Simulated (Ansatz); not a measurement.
# H2Br+ (singlet): wave-function methods side by side at distance Br1–H2 = 1.148 Å, 6-31G

One table from this session's results is given with a row withheld; the runs are named, their logs left out.

Program: Ansatz 0.2.0, Gaussian basis. Level of theory: 6-31G, core rule «outside noble gas», up to 14 orbitals frozen. These are calculated values, not measurements.

To be run: UHF; CCSD(T) on RHF; BCCD(T) on RHF; CISD; CCSDT(Q) on RHF; CCSDTQ on RHF; CASSCF and MRCISD+Q, 2 electrons in 2 orbitals; CASSCF and NEVPT2, 2 electrons in 2 orbitals; CASSCF and MRCISD+Q, 8 electrons in 6 orbitals; CASSCF and NEVPT2, 8 electrons in 6 orbitals; Full CI.

24 further runs of the same task are left out: 21 that didn't finish, 3 set aside as unsound or not needed. Runs told in other sessions of the task aren't counted.

### The geometry

The geometry derives from a PBE0/def2-TZVP stationary point (not a proven minimum). One bond is set to the value named and the two fragments are kept rigid. No spin-orbit coupling is included. The filled d shell of Br may be among the frozen orbitals whatever the setting's name suggests.

3 atoms, charge 1, spin multiplicity 1.

Atoms are counted from 1 here; the program's logs count them from 0.

Bond lengths: Br1–H2 1.148 Å, Br1–H3 1.447 Å. Angles: H2–Br1–H3 92.5°.

Set-up of the first run:

in.yaml reads:

```yaml
crystal:
  periodic: [false, false, false]
  atoms:
    - {symbol: Br, position_ang: [0.000000, -0.022072, -0.002661]}
    - {symbol: H, position_ang: [0.000000, 0.771451, -0.832254]}
    - {symbol: H, position_ang: [0.000000, 0.978303, 1.043186]}
basis:
  gaussian: {orbitals: 6-31G}
total_charge: 1
magnetization: {spin_polarized: true, initial_magnetization: 0}
hamiltonian: {xc: hf}
output: {orbitals: {seedname: orbitals}}
```

On the command line:

```console
$ ansatz run in.yaml --threads 1 --pin off --events-out ev --progress --plain --max-ram 2393MiB
```

Steps of the session up to this table: UHF; CCSD(T) on RHF; BCCD(T) on RHF; CISD; CCSDT(Q) on RHF; CCSDTQ on RHF; CASSCF and MRCISD+Q, 2 electrons in 2 orbitals; CASSCF and NEVPT2, 2 electrons in 2 orbitals; CASSCF and MRCISD+Q, 8 electrons in 6 orbitals; CASSCF and NEVPT2, 8 electrons in 6 orbitals; Full CI.

One of the session's tables, all rows but one given; the rest of the session is left out.

| method | from FCI (kcal/mol) |
| --- | --- |
| RHF | +40.40 |
| RMP2 | +8.64 |
| CISD | +1.17 |
| RCCSD | +0.39 |
| RCCSD(T) | +0.06 |
| BCCD(T) | +0.06 |
| RCCSDT | 0.00 |
| RCCSDT(Q) | 0.00 |
| RCCSDTQ | 0.00 |
| CASSCF pair | +28.36 |
| NEVPT2 pair | +5.32 |
| MRCISD pair | +0.59 |
| MRCISD+Q pair | +0.05 |
| CASSCF valence | +18.18 |
| NEVPT2 valence | +3.80 |
| MRCISD valence | ? |
| MRCISD+Q valence | +0.15 |
| FCI | 0 |

Q: Estimate the row for MRCISD valence from the others.

**Answer.** from FCI (kcal/mol): +0.35. In the column «from FCI (kcal/mol)» it lies between MRCISD+Q valence (+0.15) and RCCSD (+0.39).
